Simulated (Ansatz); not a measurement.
# BaFe2Se2O: the cost of one run

Method: DFT at more than one level, as each input shows, in Ansatz 0.2.0.

**1. The structure to begin with**

It takes space group Pmmn (No. 59, orthorhombic). Conventional cell: a = 4.133 Å, b = 9.852 Å, c = 6.719 Å, α = 90.00°, β = 90.00°, γ = 90.00°. Ba (site symmetry mm2) has 2 O at 2.66 Å as nearest neighbours. Around Fe (site symmetry m) lie 1 O at 1.93 Å and 3 Se at 2.42 to 2.51 Å. Se (site symmetry m) is surrounded by 3 Fe at 2.42 to 2.51 Å. O (site symmetry mm2) is surrounded by 2 Fe at 1.93 Å and 2 Ba at 2.66 Å.

As a file:

```
Ba Fe Se O
1.0
     4.13320    0.00000    0.00000
     0.00000    9.85180    0.00000
     0.00000    0.00000    6.71880
Ba Fe Se O
2 4 4 2
Direct
  0.50000 0.00000 0.47391
  0.00000 0.50000 0.52609
  0.50000 0.33447 0.12249
  0.00000 0.83447 0.87751
  0.50000 0.66553 0.12249
  0.00000 0.16553 0.87751
  0.50000 0.71072 0.76799
  0.50000 0.28928 0.76799
  0.00000 0.21072 0.23201
  0.00000 0.78928 0.23201
  0.50000 0.50000 0.27649
  0.00000 0.00000 0.72351
```

**2. Relax cell and atoms**

The input, input.yaml:

```yaml
crystal:
  lattice:
    - [4.1332, 0.0, 0.0]
    - [0.0, 9.8518, 0.0]
    - [0.0, 0.0, 6.7188]
  atoms:
    - { symbol: Ba, position: [0.5, 0.0, 0.473913] }
    - { symbol: Ba, position: [0.0, 0.5, 0.526087] }
    - { symbol: Fe, position: [0.5, 0.334469, 0.122486], spin: 4.0 }
    - { symbol: Fe, position: [0.0, 0.834469, 0.877514], spin: 4.0 }
    - { symbol: Fe, position: [0.5, 0.665531, 0.122486], spin: 4.0 }
    - { symbol: Fe, position: [0.0, 0.165531, 0.877514], spin: 4.0 }
    - { symbol: Se, position: [0.5, 0.710717, 0.767992] }
    - { symbol: Se, position: [0.5, 0.289283, 0.767992] }
    - { symbol: Se, position: [0.0, 0.210717, 0.232008] }
    - { symbol: Se, position: [0.0, 0.789283, 0.232008] }
    - { symbol: O, position: [0.5, 0.5, 0.276486] }
    - { symbol: O, position: [0.0, 0.0, 0.723514] }
basis:
  ecutwfc: 420
  ecutrho_ratio: 4
kpoints:
  mp_grid: { grid: [6, 2, 4] }
hamiltonian:
  xc: pbe
scf:
  occupations: { method: gaussian, width: 0.05 }
output:
  forces: true
  stress: true
  eigenvalues: true
  populations: true
magnetization:
  spin_polarized: true
relax:
  f_tol: 0.03
  max_steps: 60
  cell: { stress_tol: 0.3 }
```

Run with:

```
> ansatz run input.yaml --threads 8 --pin off --max-ram 22528MiB --backend cpu --events-out ev --progress --plain --runs-dir out
```

Q: Estimate wall time and peak memory on 8 threads of Intel Xeon Platinum 8259CL at 2.50GHz (Skylake/Cascade Lake), shared host.

About 3 min, with a peak of 2.2 GiB.
